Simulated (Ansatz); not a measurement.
# BBrClH3: molecular dynamics

The plan is to let a guess near a reaction's saddle point go and see which way it falls. Runs: 150 steps of 0.5 fs at constant energy, with velocities drawn for 100 K; 150 steps of 0.5 fs at constant energy, with velocities drawn for 100 K. Reaction type: exchange4.

Program: Ansatz 0.2.0. Level of theory: UKS PBE-D4/def2-SVP. These are calculated values, not measurements.

### 1 The structure to begin with

Bond lengths: B1–Cl2 2.169 Å, B1–H3 1.157 Å, B1–H4 1.159 Å, B1–Br6 2.380 Å. Angles: Cl2–B1–H3 108.1°, Cl2–B1–H4 108.4°, Cl2–B1–Br6 92.9°, H3–B1–H4 128.1°, H3–B1–Br6 106.8°, H4–B1–Br6 106.8°.

As a file:

```xyz
6

B    -0.6082   -0.3315   -0.3120
Cl    1.3562    0.1503   -1.0948
H    -0.6778   -1.4813   -0.1998
H    -1.3803    0.3890   -0.7900
H     1.4068    0.7326    0.5542
Br   -0.0968    0.5408    1.8425
```

### 2 Run 1

150 steps of 0.5 fs at constant energy, with velocities drawn for 100 K.

File input.yaml:

```yaml
crystal:
  periodic: [false, false, false]
  atoms:
    - { symbol: B, position_ang: [-0.6082, -0.3315, -0.312] }
    - { symbol: Cl, position_ang: [1.3562, 0.1503, -1.0948] }
    - { symbol: H, position_ang: [-0.6778, -1.4813, -0.1998] }
    - { symbol: H, position_ang: [-1.3803, 0.389, -0.79] }
    - { symbol: H, position_ang: [1.4068, 0.7326, 0.5542] }
    - { symbol: Br, position_ang: [-0.0968, 0.5408, 1.8425] }
magnetization:
  spin_polarized: true
basis:
  gaussian: { orbitals: def2-SVP }
hamiltonian:
  xc: pbe
  dispersion: d4
md:
  timestep: 0.5
  n_steps: 150
  ensemble: nve
  temperature: 100.0
  initial_velocities: maxwell_boltzmann
  seed: 239876
```

Started as:

```bash
$ ansatz run input.yaml --threads 2 --pin off --max-ram 3072MiB --backend cpu --events-out ev --progress --plain --runs-dir out
```

Output, cut to the lines that bear on the results:

```text
Warning: RAYON_NUM_THREADS=2 ignored (pool sized by the plan → 2); use --threads N
[...]
Functional definition: PBE
[...]
868 factors; their error is unknown
[...]
mean field -83263.52129114 eV, -3059.8779694076 hartree, gradient 2.0e-5 eV, S^2 0.000000; 0 other end points of the search recorded, 0 dependent functions left out
[...]
reference -83263.52131906 eV, -3059.8779704337 hartree; 30, 30 occupied and 49, 49 virtual orbitals, 868 factors
md step     0: t =     0.00 fs  T =   100.0 K  F+E_penalty+E_count = -83263.64073803 eV  E_kin = 0.051704 eV  conserved = -83263.58903403 eV  (28 SCF iters)
[...]
md step    18: t =     9.00 fs  T =   958.1 K  F+E_penalty+E_count = -83264.08584590 eV  E_kin = 0.495352 eV  conserved = -83263.59049362 eV  (28 SCF iters, 3 dispersion substeps)
[...]
md step    36: t =    18.00 fs  T =   417.0 K  F+E_penalty+E_count = -83263.80506665 eV  E_kin = 0.215586 eV  conserved = -83263.58948069 eV  (29 SCF iters, 3 dispersion substeps)
[...]
md step    54: t =    27.00 fs  T =  1144.3 K  F+E_penalty+E_count = -83264.18165055 eV  E_kin = 0.591627 eV  conserved = -83263.59002323 eV  (26 SCF iters, 3 dispersion substeps)
[...]
md step    72: t =    36.00 fs  T =  1219.5 K  F+E_penalty+E_count = -83264.22150941 eV  E_kin = 0.630507 eV  conserved = -83263.59100226 eV  (29 SCF iters, 3 dispersion substeps)
md step    73: t =    36.50 fs  T =  1308.4 K  F+E_penalty+E_count = -83264.26847137 eV  E_kin = 0.676507 eV  conserved = -83263.59196437 eV  (29 SCF iters, 3 dispersion substeps)
```

### 3 More of the same log: dynamics from the start

The log, continued, cut to the lines that bear on the results:

```text
md step    74: t =    37.00 fs  T =  1346.2 K  F+E_penalty+E_count = -83264.28910972 eV  E_kin = 0.696058 eV  conserved = -83263.59305158 eV  (29 SCF iters, 3 dispersion substeps)
[...]
md step    93: t =    46.50 fs  T =   369.8 K  F+E_penalty+E_count = -83263.77967430 eV  E_kin = 0.191222 eV  conserved = -83263.58845275 eV  (27 SCF iters, 3 dispersion substeps)
[...]
md step   112: t =    56.00 fs  T =  1121.3 K  F+E_penalty+E_count = -83264.17331818 eV  E_kin = 0.579777 eV  conserved = -83263.59354072 eV  (26 SCF iters, 3 dispersion substeps)
[...]
md step   131: t =    65.50 fs  T =   534.8 K  F+E_penalty+E_count = -83263.86152889 eV  E_kin = 0.276510 eV  conserved = -83263.58501933 eV  (29 SCF iters, 3 dispersion substeps)
[...]
md step   149: t =    74.50 fs  T =   889.4 K  F+E_penalty+E_count = -83264.04980977 eV  E_kin = 0.459832 eV  conserved = -83263.58997736 eV  (27 SCF iters, 3 dispersion substeps)
[...]
md step   150: t =    75.00 fs  T =  1091.7 K  F+E_penalty+E_count = -83264.15550076 eV  E_kin = 0.564465 eV  conserved = -83263.59103538 eV  (27 SCF iters, 3 dispersion substeps)
Total energy: -83264.15552928 eV, -3059.9012772293 hartree
Atom 0 at    -0.726256    -0.209655    -0.003993 Å, force    -0.490820    -0.315425     0.236177 eV/Å
Atom 1 at     1.353726     0.155119    -0.956851 Å, force    -0.131368     1.782804     0.588783 eV/Å
Atom 2 at    -0.828247    -1.444091    -0.164828 Å, force     0.322996     0.756683     0.200614 eV/Å
Atom 3 at    -1.569322     0.538574    -0.516238 Å, force     0.701641    -0.207401    -0.109545 eV/Å
Atom 4 at     1.356320     1.311544    -0.118547 Å, force    -0.002894    -1.891326    -1.176809 eV/Å
Atom 5 at    -0.074812     0.512518     1.744220 Å, force    -0.399554    -0.125334     0.260779 eV/Å
Dipole moment:     0.334404     0.193156    -0.253841 e Å
```

Run time: 7.2 min. Hardware: 2 threads of Arm Neoverse N1, shared host; peak memory 0.17 GiB.

### 4 Frames and traces

One step in 8; energies are changes from step 0:

| time (fs) | T (K) | potential energy change (meV/atom) | total energy change (meV/atom) | B1–Br6 (Å) | H5–Cl2 (Å) | B1–Cl2 (Å) |
| --- | --- | --- | --- | --- | --- | --- |
| 0.0 | 100 | 0.0 | 0.00 | 2.38 | 1.75 | 2.17 |
| 4.0 | 413 | -27.2 | -0.17 | 2.36 | 1.72 | 2.17 |
| 8.0 | 850 | -64.8 | -0.18 | 2.34 | 1.59 | 2.16 |
| 12.0 | 806 | -61.0 | -0.16 | 2.30 | 1.48 | 2.15 |
| 16.0 | 495 | -34.3 | -0.18 | 2.24 | 1.46 | 2.12 |
| 20.0 | 546 | -38.5 | -0.06 | 2.18 | 1.51 | 2.11 |
| 24.0 | 1156 | -91.2 | -0.26 | 2.13 | 1.58 | 2.09 |
| 28.0 | 1126 | -88.6 | -0.23 | 2.08 | 1.65 | 2.07 |
| 32.0 | 677 | -49.7 | -0.02 | 2.04 | 1.66 | 2.04 |
| 36.0 | 1219 | -96.8 | -0.33 | 2.00 | 1.45 | 2.02 |
| 40.0 | 523 | -35.9 | 0.57 | 1.98 | 1.17 | 2.01 |
| 44.0 | 1003 | -78.1 | -0.27 | 1.94 | 1.45 | 2.02 |
| 48.0 | 596 | -42.8 | -0.02 | 1.92 | 1.50 | 2.05 |
| 52.0 | 600 | -43.4 | -0.33 | 1.93 | 1.19 | 2.09 |
| 56.0 | 1121 | -88.8 | -0.75 | 1.94 | 1.36 | 2.12 |
| 60.0 | 356 | -21.9 | 0.11 | 1.95 | 1.52 | 2.16 |
| 64.0 | 1240 | -99.4 | -1.09 | 1.98 | 1.24 | 2.19 |
| 68.0 | 1362 | -109.8 | -1.03 | 1.99 | 1.30 | 2.23 |
| 72.0 | 374 | -23.5 | 0.10 | 2.00 | 1.54 | 2.28 |
| 75.0 | 1092 | -85.8 | -0.33 | 2.00 | 1.43 | 2.32 |

time (fs), T (K) and a bar:
```
      0.0        100 
      3.5        364 ######
      6.5        656 #############
     10.0        997 #####################
     13.0        665 #############
     16.5        473 #########
     19.5        484 #########
     23.0       1070 #######################
     26.0       1154 ########################
     29.5       1002 #####################
     32.5        657 #############
     36.0       1219 ##########################
     39.0        723 ##############
     42.5       1392 ##############################
     45.5        496 #########
     49.0        935 ###################
     52.0        600 ############
     55.5       1170 #########################
     58.5        349 ######
     62.0       1085 #######################
     65.0        705 ##############
     68.5       1346 #############################
     71.5        434 ########
     75.0       1092 #######################
```

Bonds that form or break, judged by distance (formed within 1.15 times the sum of covalent radii and held on average over 12 fs, broken when stretched by half; pairs already stretched at the start don't count as bonds):

```csv
time (fs),bond,event
12.0,Cl2–H5,forms
14.0,B1–Br6,forms
28.0,B1–Cl2,forms
```

### 5 Frames from the trajectory

Positions (Å) and forces (eV/Å):

```xyz
6
time_fs=9.5 T=989 dE=-0.4610
B    -0.587   -0.300   -0.273    0.318   -0.214    0.678
Cl    1.357    0.155   -1.089   -0.976   -0.130    0.916
H    -0.644   -1.506   -0.045    0.167    0.494   -0.274
H    -1.410    0.385   -0.847    0.284    0.048    0.172
H     1.055    0.446    0.392    0.119    0.113    0.012
Br   -0.096    0.538    1.835    0.088   -0.311   -1.505
6
time_fs=19.0 T=442 dE=-0.1770
B    -0.534   -0.258   -0.186   -0.909   -0.820   -0.448
Cl    1.339    0.158   -1.063   -0.263   -0.224   -0.261
H    -0.514   -1.507   -0.031   -0.269    1.124   -0.268
H    -1.315    0.481   -0.822    0.457   -0.606    0.672
H     0.752    0.228    0.311    1.474    0.691    0.632
Br   -0.094    0.533    1.813   -0.490   -0.164   -0.327
6
time_fs=28.0 T=1126 dE=-0.5319
B    -0.498   -0.234   -0.109    0.450    0.660   -0.391
Cl    1.314    0.155   -1.040   -0.046    0.231    1.549
H    -0.549   -1.405   -0.108   -0.208   -0.885    0.138
H    -1.263    0.511   -0.625   -0.471    0.164   -0.272
H     1.325    0.465    0.584   -0.518   -0.109   -0.819
Br   -0.095    0.526    1.787    0.794   -0.060   -0.206
6
time_fs=37.5 T=1308 dE=-0.6293
B    -0.465   -0.204   -0.062   -0.860    0.214    0.704
Cl    1.288    0.159   -0.983    0.347   -0.121   -0.936
H    -0.672   -1.366   -0.107    0.277   -0.837   -0.067
H    -1.317    0.480   -0.517   -0.208    0.499   -0.779
H     1.663    0.621    0.187    0.155    0.211    0.506
Br   -0.090    0.518    1.759    0.288    0.034    0.572
6
time_fs=47.0 T=392 dE=-0.1506
B    -0.513   -0.179   -0.008   -0.943   -0.965   -1.460
Cl    1.269    0.158   -0.942    2.323    1.539    1.248
H    -0.585   -1.453   -0.105    0.008    1.204    0.156
H    -1.262    0.519   -0.747    0.423   -0.527    0.740
H     1.978    0.965    0.151   -1.718   -1.686   -2.079
Br   -0.081    0.512    1.737   -0.093    0.434    1.395
6
time_fs=56.0 T=1121 dE=-0.5326
B    -0.604   -0.185   -0.003    0.512   -0.146   -0.330
Cl    1.278    0.162   -0.918    1.735    0.681   -0.491
H    -0.507   -1.390   -0.061   -0.427   -0.081   -0.095
H    -1.208    0.497   -0.799   -0.468   -0.036    0.308
H     1.902    1.059   -0.107   -0.794   -0.835   -0.647
Br   -0.073    0.509    1.729   -0.558    0.417    1.254
6
time_fs=65.5 T=535 dE=-0.2208
B    -0.671   -0.202   -0.020    0.528    0.818    1.138
Cl    1.313    0.165   -0.922   -1.461   -5.194   -4.791
H    -0.704   -1.360   -0.082    0.136   -1.332   -0.163
H    -1.438    0.453   -0.626   -0.336    0.671   -0.548
H     1.653    1.056   -0.264    1.717    4.979    3.789
Br   -0.071    0.510    1.733   -0.584    0.058    0.575
6
time_fs=75.0 T=1092 dE=-0.5148
B    -0.726   -0.210   -0.004   -0.491   -0.315    0.236
Cl    1.354    0.155   -0.957   -0.131    1.783    0.589
H    -0.828   -1.444   -0.165    0.323    0.757    0.201
H    -1.569    0.539   -0.516    0.702   -0.207   -0.110
H     1.356    1.312   -0.118   -0.003   -1.891   -1.177
Br   -0.075    0.512    1.744   -0.400   -0.125    0.261
```

Reading of run 1. At the last frame 2 of 2 bonds meant to form and 1 of 2 meant to break are present by distance, so the new bonds have formed while a stretched contact remains (BBrClH3). The temperature starts at 100 K and averages 821 K in the second half, where it ranges from 215 to 1392 K; the start was no minimum (force components up to 1.9 eV/Å), and the potential energy that it sheds (62 meV/atom) turns into motion, which in so few atoms is no thermal temperature. The total energy strays from its start by at most 1.16 meV/atom, 1.7 % of the mean kinetic energy, which is good for a step of 0.5 fs. Bonds change: the first event comes at 12.0 fs (Cl2–H5 forms). By that distance rule the pieces at the end are BBrClH3; a long dative bond can count as broken.

### 6 Run 2

150 steps of 0.5 fs at constant energy, with velocities drawn for 100 K.

Changes to input.yaml since step 2:

```diff
@@ -22,2 +22,2 @@
   initial_velocities: maxwell_boltzmann
-  seed: 239876
+  seed: 27418
```

Started as:

```bash
$ ansatz run input.yaml --threads 2 --pin off --max-ram 3072MiB --backend cpu --events-out ev --progress --plain --runs-dir out
```

Output, cut to the lines that bear on the results:

```text
Warning: RAYON_NUM_THREADS=2 ignored (pool sized by the plan → 2); use --threads N
[...]
[... 1 set-up line as earlier in the session ...]
[...]
868 factors; their error is unknown
[...]
mean field -83263.52129114 eV, -3059.8779694076 hartree, gradient 2.0e-5 eV, S^2 0.000000; 0 other end points of the search recorded, 0 dependent functions left out
[...]
reference -83263.52131906 eV, -3059.8779704337 hartree; 30, 30 occupied and 49, 49 virtual orbitals, 868 factors
md step     0: t =     0.00 fs  T =   100.0 K  F+E_penalty+E_count = -83263.64073803 eV  E_kin = 0.051704 eV  conserved = -83263.58903403 eV  (28 SCF iters)
[...]
md step    19: t =     9.50 fs  T =  1030.1 K  F+E_penalty+E_count = -83264.12329130 eV  E_kin = 0.532606 eV  conserved = -83263.59068513 eV  (28 SCF iters, 3 dispersion substeps)
[...]
md step    38: t =    19.00 fs  T =   559.3 K  F+E_penalty+E_count = -83263.87857170 eV  E_kin = 0.289176 eV  conserved = -83263.58939547 eV  (29 SCF iters, 3 dispersion substeps)
[...]
md step    57: t =    28.50 fs  T =  1149.0 K  F+E_penalty+E_count = -83264.18413794 eV  E_kin = 0.594103 eV  conserved = -83263.59003484 eV  (26 SCF iters, 3 dispersion substeps)
[...]
md step    74: t =    37.00 fs  T =  1566.6 K  F+E_penalty+E_count = -83264.40004422 eV  E_kin = 0.809984 eV  conserved = -83263.59005974 eV  (25 SCF iters, 3 dispersion substeps)
md step    75: t =    37.50 fs  T =  1592.6 K  F+E_penalty+E_count = -83264.41424368 eV  E_kin = 0.823453 eV  conserved = -83263.59079025 eV  (26 SCF iters, 3 dispersion substeps)
```

### 7 The log goes on: dynamics from the start

Output, continued, cut to the lines that bear on the results:

```text
md step    76: t =    38.00 fs  T =  1601.9 K  F+E_penalty+E_count = -83264.41944827 eV  E_kin = 0.828221 eV  conserved = -83263.59122701 eV  (25 SCF iters, 3 dispersion substeps)
[...]
md step    94: t =    47.00 fs  T =  1252.2 K  F+E_penalty+E_count = -83264.23891744 eV  E_kin = 0.647442 eV  conserved = -83263.59147534 eV  (25 SCF iters, 3 dispersion substeps)
[...]
md step   112: t =    56.00 fs  T =   586.8 K  F+E_penalty+E_count = -83263.89306356 eV  E_kin = 0.303407 eV  conserved = -83263.58965682 eV  (27 SCF iters, 3 dispersion substeps)
[...]
md step   130: t =    65.00 fs  T =  1014.6 K  F+E_penalty+E_count = -83264.11460227 eV  E_kin = 0.524563 eV  conserved = -83263.59003902 eV  (26 SCF iters, 3 dispersion substeps)
[...]
md step   149: t =    74.50 fs  T =  1490.2 K  F+E_penalty+E_count = -83264.36217337 eV  E_kin = 0.770474 eV  conserved = -83263.59169927 eV  (26 SCF iters, 3 dispersion substeps)
[...]
md step   150: t =    75.00 fs  T =  1531.3 K  F+E_penalty+E_count = -83264.38380099 eV  E_kin = 0.791751 eV  conserved = -83263.59204955 eV  (27 SCF iters, 3 dispersion substeps)
Total energy: -83264.38383209 eV, -3059.9096672027 hartree
Atom 0 at    -0.366738    -0.290505    -0.725334 Å, force    -1.349194    -0.942650    -0.579404 eV/Å
Atom 1 at     1.247964     0.096266    -1.126441 Å, force     1.175815     0.323785    -0.305307 eV/Å
Atom 2 at    -0.577684    -1.440668    -0.316449 Å, force     0.016539     0.612983     0.127699 eV/Å
Atom 3 at    -1.258502     0.437040    -1.134743 Å, force     0.132392    -0.027917     0.308555 eV/Å
Atom 4 at    -0.227633     1.351421     3.050999 Å, force    -0.218971     0.313674     0.310908 eV/Å
Atom 5 at    -0.063628     0.550302     1.886780 Å, force     0.243418    -0.279876     0.137549 eV/Å
Dipole moment:    -0.031124     0.177178     0.316234 e Å
```

It took 6.6 min on 2 threads of Arm Neoverse N1, shared host; peak memory 0.16 GiB.

### 8 What the atoms did

One step in 8; energies are changes from step 0:

```csv
time (fs),T (K),potential energy change (meV/atom),total energy change (meV/atom),B1–Br6 (Å),H5–Cl2 (Å),B1–Cl2 (Å)
0.0,100,0.0,0.00,2.38,1.75,2.17
4.0,538,-37.9,-0.16,2.36,1.75,2.15
8.0,956,-74.0,-0.20,2.34,1.71,2.12
12.0,761,-57.1,-0.13,2.31,1.74,2.08
16.0,498,-34.5,-0.16,2.29,1.75,2.02
20.0,699,-51.7,-0.10,2.28,1.70,1.94
24.0,1158,-91.4,-0.24,2.29,1.73,1.88
28.0,1130,-88.9,-0.16,2.29,1.93,1.81
32.0,1425,-114.3,-0.15,2.30,2.29,1.77
36.0,1538,-124.0,-0.02,2.31,2.74,1.75
40.0,1381,-110.6,-0.22,2.33,3.18,1.75
44.0,925,-71.2,-0.06,2.36,3.52,1.76
48.0,1233,-98.1,-0.48,2.41,3.68,1.78
52.0,926,-71.5,-0.33,2.45,3.91,1.80
56.0,587,-42.1,-0.10,2.50,4.21,1.80
60.0,907,-69.8,-0.25,2.55,4.27,1.78
64.0,874,-66.6,0.08,2.60,4.26,1.76
68.0,1233,-97.9,-0.31,2.64,4.55,1.73
72.0,972,-75.1,-0.01,2.70,4.69,1.70
75.0,1531,-123.8,-0.50,2.76,4.60,1.71
```

time (fs), T (K) and a bar:
```
      0.0        100 
      3.5        487 ########
      6.5        788 ##############
     10.0       1012 ###################
     13.0        630 ###########
     16.5        485 ########
     19.5        622 ###########
     23.0       1140 ######################
     26.0       1087 #####################
     29.5       1185 #######################
     32.5       1502 #############################
     36.0       1538 ##############################
     39.0       1535 ##############################
     42.5        999 ###################
     45.5       1058 ####################
     49.0       1047 ####################
     52.0        926 #################
     55.5        651 ###########
     58.5        599 ##########
     62.0       1077 ####################
     65.0       1015 ###################
     68.5       1166 ######################
     71.5        915 #################
     75.0       1531 ##############################
```

Bonds that form or break, judged by distance (formed within 1.15 times the sum of covalent radii and held on average over 12 fs, broken when stretched by half; pairs already stretched at the start don't count as bonds):

```
time (fs)    bond  event
      9.0  H5–Br6  forms
     13.0  B1–Cl2  forms
```

### 9 Positions and forces

Extended XYZ, with forces in eV/Å:

```xyz
6
time_fs=9.5 T=1030 dE=-0.4826
B    -0.547   -0.298   -0.288    0.764   -0.380   -0.141
Cl    1.350    0.151   -1.096   -1.327   -0.255    0.924
H    -0.641   -1.505   -0.110    0.176    0.423   -0.009
H    -1.385    0.406   -0.778    0.030    0.257    0.032
H     0.921    0.412    0.546    0.287    0.232    0.110
Br   -0.097    0.540    1.838    0.070   -0.278   -0.916
6
time_fs=19.0 T=559 dE=-0.2378
B    -0.435   -0.260   -0.287   -0.990   -0.722   -0.768
Cl    1.315    0.146   -1.073   -0.523   -0.279   -0.116
H    -0.513   -1.486    0.001   -0.123    1.106   -0.524
H    -1.306    0.535   -0.703    0.611   -0.775    0.252
H     0.696    0.208    0.521    1.391    0.574    0.580
Br   -0.096    0.538    1.826   -0.367    0.096    0.576
6
time_fs=28.0 T=1130 dE=-0.5336
B    -0.348   -0.240   -0.325   -0.824    0.467    0.128
Cl    1.271    0.137   -1.052    1.059    0.244   -0.078
H    -0.499   -1.381   -0.089   -0.219   -0.828    0.080
H    -1.213    0.516   -0.661   -0.289    0.003   -0.259
H     1.279    0.417    0.857   -1.429    0.193    0.812
Br   -0.097    0.535    1.819    1.702   -0.078   -0.683
6
time_fs=37.5 T=1593 dE=-0.7735
B    -0.331   -0.234   -0.366   -0.236   -0.155   -0.355
Cl    1.246    0.131   -1.035    1.199    0.248   -0.673
H    -0.573   -1.375   -0.200   -0.077   -0.868    0.484
H    -1.229    0.443   -0.728   -0.602    0.708    0.000
H     1.268    0.830    1.784    1.450    0.259   -0.150
Br   -0.087    0.533    1.807   -1.735   -0.191    0.694
6
time_fs=47.0 T=1252 dE=-0.5982
B    -0.379   -0.259   -0.436   -0.405   -0.665   -0.075
Cl    1.247    0.130   -1.033    0.172   -0.172   -0.763
H    -0.619   -1.462   -0.070    0.250    1.204   -0.366
H    -1.307    0.548   -0.670    0.584   -0.494    0.157
H     1.095    1.105    2.479   -0.258   -0.268   -0.585
Br   -0.077    0.533    1.805   -0.344    0.395    1.631
6
time_fs=56.0 T=587 dE=-0.2523
B    -0.415   -0.290   -0.522    0.946    0.454    0.190
Cl    1.253    0.126   -1.049   -0.659   -0.458   -0.669
H    -0.595   -1.375    0.015   -0.021    0.082   -0.448
H    -1.262    0.587   -0.581    0.046   -0.308   -0.406
H     0.738    1.288    2.968   -1.150   -1.107   -1.841
Br   -0.071    0.535    1.815    0.838    1.338    3.174
6
time_fs=65.5 T=1118 dE=-0.5285
B    -0.385   -0.293   -0.611    0.637    0.857   -0.790
Cl    1.247    0.112   -1.081    0.217   -0.092   -0.513
H    -0.590   -1.334   -0.167   -0.198   -1.511    0.604
H    -1.245    0.490   -0.788   -0.565    0.592   -0.298
H     0.220    1.264    2.984    0.299    1.017    1.440
Br   -0.066    0.543    1.846   -0.390   -0.864   -0.443
6
time_fs=75.0 T=1531 dE=-0.7431
B    -0.367   -0.290   -0.725   -1.349   -0.943   -0.579
Cl    1.248    0.096   -1.126    1.176    0.324   -0.305
H    -0.578   -1.441   -0.316    0.017    0.613    0.128
H    -1.258    0.437   -1.135    0.132   -0.028    0.309
H    -0.228    1.351    3.051   -0.219    0.314    0.311
Br   -0.064    0.550    1.887    0.243   -0.280    0.138
```

Reading of run 2. At the last frame the bonds meant to break are whole and the new ones absent: it fell back to the reactants' side (BClH2 + BrH). The temperature starts at 100 K and averages 1038 K in the second half, where it ranges from 508 to 1602 K; the start was no minimum (force components up to 1.9 eV/Å), and the potential energy that it sheds (81 meV/atom) turns into motion, which in so few atoms is no thermal temperature. The total energy strays from its start by at most 0.50 meV/atom, 0.6 % of the mean kinetic energy, which is good for a step of 0.5 fs. The bonding pattern changes, first at 9.0 fs: H5–Br6 forms. By that distance rule the pieces at the end are BClH2 + BrH; a long dative bond can count as broken.

### 10 Outcome

| quantity | value |
| --- | --- |
| run 1: length | 150 steps of 0.5 fs |
| run 1: temperature, first and last step | 100 and 1092 K |
| run 1: temperature, second half | mean 821 K, from 215 to 1392 K |
| run 1: potential energy, second half | -62 meV/atom from this run's first step |
| run 1: largest change of the total energy | 1.16 meV/atom |
| run 1: bonds formed or broken | 3 |
| run 2: length | 150 steps of 0.5 fs |
| run 2: temperature, first and last step | 100 and 1531 K |
| run 2: temperature, second half | mean 1038 K, from 508 to 1602 K |
| run 2: potential energy, second half | -81 meV/atom from this run's first step |
| run 2: largest change of the total energy | 0.50 meV/atom |
| run 2: bonds formed or broken | 2 |

Mean temperatures of the second halves: 821 K, 1038 K. Bonds changed in run 1, run 2. Run 1: at the last frame 2 of 2 bonds meant to form and 1 of 2 meant to break are present by distance, so the new bonds have formed while a stretched contact remains (BBrClH3). Run 2: at the last frame the bonds meant to break are whole and the new ones absent: it fell back to the reactants' side (BClH2 + BrH). A run of 75 fs with 6 atoms shows the motion but fixes no equilibrium value. The nuclei move classically, without zero-point motion, which matters most for hydrogen.
